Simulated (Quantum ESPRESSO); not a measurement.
NbSi in Quantum ESPRESSO: the effect of functional

Crystal: NbSi.

```
CELL_PARAMETERS angstrom
0.00000 2.57383 2.57383
2.57383 0.00000 2.57383
2.57383 2.57383 0.00000
ATOMIC_POSITIONS crystal
Nb 0.00000 0.00000 0.00000
Si 0.50000 0.50000 0.50000
```

The cell was built by a generator and needn't be a form met in nature.

Alike in all runs:

- Program: Quantum ESPRESSO 7.5
- Task: phonons
- Cutoff: 612 eV
- Density cutoff: 4898 eV
- k mesh: 9 × 9 × 9
- Occupations: cold, width 0.2 eV
- Spin: no spin polarisation

Each run relaxes the cell or the atoms first.

```csv
functional,potentials or basis,relaxed volume (Å³/atom),highest phonon frequency (cm⁻¹)
LDA,GBRV 1.5 LDA,16.22,386
PBE,GBRV 1.5 PBE,?,?
PBEsol,GBRV 1.5 PBEsol,16.52,380
BLYP,GBRV 1.5 PBE,17.85,326
revPBE,GBRV 1.5 PBE,17.15,358
PW91,GBRV 1.5 PBE,17.05,360
vdW-DF-cx,GBRV 1.5 PBE,16.68,376
```

Q: What does the run with functional PBE give?

A: Relaxed volume 17.00 Å³/atom; highest phonon frequency 364 cm⁻¹.

Caveats: the potentials were made for another functional, which shifts forces and pressure (some runs).
